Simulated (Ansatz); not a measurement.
# C2H10B2Si: up Jacob's ladder to CCSD(T)

The task here is to estimate one member of a computed series from the others.

The runs use Ansatz 0.2.0, Gaussian basis; functionals in def2-TZVPP, the program's frozen cores in correlated methods.

Plan: PBE-D4, r2SCAN-D4, PBE0-D4, B3LYP-D4, ωB97X-V, ωB97M-V, B2PLYP; CCSD(T)/def2-TZVPP; MP2/def2-QZVPP; extrapolation to the limit.

### The relaxed structure

The geometry comes from an earlier relaxation with PBE0-D4 in a triple-zeta def2 set; it is a stationary point, not always the lowest conformer.

SMILES `CB[SiH2]BC`, 15 atoms, charge 0, spin multiplicity 1.

Atoms are counted from 1 here; the program's logs count them from 0.

Bond lengths: C1–B2 1.552 Å, C1–H6 1.104 Å, C1–H7 1.094 Å, C1–H8 1.091 Å, B2–Si3 2.017 Å, B2–H9 1.201 Å, Si3–B4 2.017 Å, Si3–H10 1.493 Å, Si3–H11 1.494 Å, B4–C5 1.552 Å, B4–H12 1.201 Å, C5–H13 1.091 Å, C5–H14 1.104 Å, C5–H15 1.094 Å. Angles: B2–C1–H6 103.9°, B2–C1–H7 113.9°, B2–C1–H8 116.2°, H6–C1–H7 105.1°, H6–C1–H8 106.5°, H7–C1–H8 110.2°, C1–B2–Si3 123.4°, C1–B2–H9 118.5°, Si3–B2–H9 118.1°, B2–Si3–B4 102.0°, B2–Si3–H10 111.4°, B2–Si3–H11 111.6°, B4–Si3–H10 111.7°, B4–Si3–H11 111.3°, H10–Si3–H11 108.8°, Si3–B4–C5 123.3°, Si3–B4–H12 118.2°, C5–B4–H12 118.6° and more.

The first run:

Contents of in.yaml:

```yaml
crystal:
  periodic: [false, false, false]
  atoms:
    - {symbol: C, position_ang: [-1.754045, 1.240346, 1.606100]}
    - {symbol: B, position_ang: [-0.325004, 1.152138, 1.006658]}
    - {symbol: Si, position_ang: [0.700709, -0.575606, 0.833850]}
    - {symbol: B, position_ang: [0.276118, -1.127881, -1.058747]}
    - {symbol: C, position_ang: [1.184844, -0.785255, -2.269538]}
    - {symbol: H, position_ang: [-1.588743, 1.617997, 2.630297]}
    - {symbol: H, position_ang: [-2.390525, 1.989319, 1.126281]}
    - {symbol: H, position_ang: [-2.293174, 0.297123, 1.706646]}
    - {symbol: H, position_ang: [0.196602, 2.161148, 0.615493]}
    - {symbol: H, position_ang: [0.229240, -1.589239, 1.824161]}
    - {symbol: H, position_ang: [2.167598, -0.365345, 1.020306]}
    - {symbol: H, position_ang: [-0.735614, -1.744779, -1.255939]}
    - {symbol: H, position_ang: [1.936757, -0.012255, -2.103248]}
    - {symbol: H, position_ang: [1.736636, -1.722725, -2.458583]}
    - {symbol: H, position_ang: [0.636600, -0.585685, -3.194539]}
basis:
  gaussian: {orbitals: def2-TZVPP}
hamiltonian: {xc: pbe, dispersion: d4}
output: {forces: true, orbitals: {seedname: orbitals}}
```

Launch:

```sh
$ ansatz run in.yaml --threads 4 --pin off --events-out ev --progress --plain --max-ram 10444MiB
```

Among the steps run: PBE-D4 (GGA); r2SCAN-D4 (meta-GGA); PBE0-D4 (hybrid); B3LYP-D4 (hybrid); ωB97X-V (range-separated); ωB97M-V (range-separated); B2PLYP (double hybrid); CCSD(T) in def2-TZVPP; MP2 in def2-QZVPP.

One of the session's tables, all rows but one given; the rest of the session is left out.

It belongs to the step «Atomisation energies». 

```
            method  atomisation energy (kcal/mol)
            PBE-D4                         1283.3
         r2SCAN-D4                         1278.4
           PBE0-D4                         1275.5
          B3LYP-D4                         1275.1
           ωB97X-V                         1274.4
           ωB97M-V                         1273.4
            B2PLYP                         1258.4
     HF/def2-TZVPP                          990.1
    MP2/def2-TZVPP                         1243.8
   CCSD/def2-TZVPP                         1227.4
CCSD(T)/def2-TZVPP                              ?
           MP2/CBS                         1269.1
       CCSD(T)/CBS                         1264.6
```

**Question.** Estimate the row for CCSD(T)/def2-TZVPP.

**Answer.** atomisation energy (kcal/mol): 1239.3. In the column «atomisation energy (kcal/mol)» it lies between CCSD/def2-TZVPP (1227.4) and MP2/def2-TZVPP (1243.8).
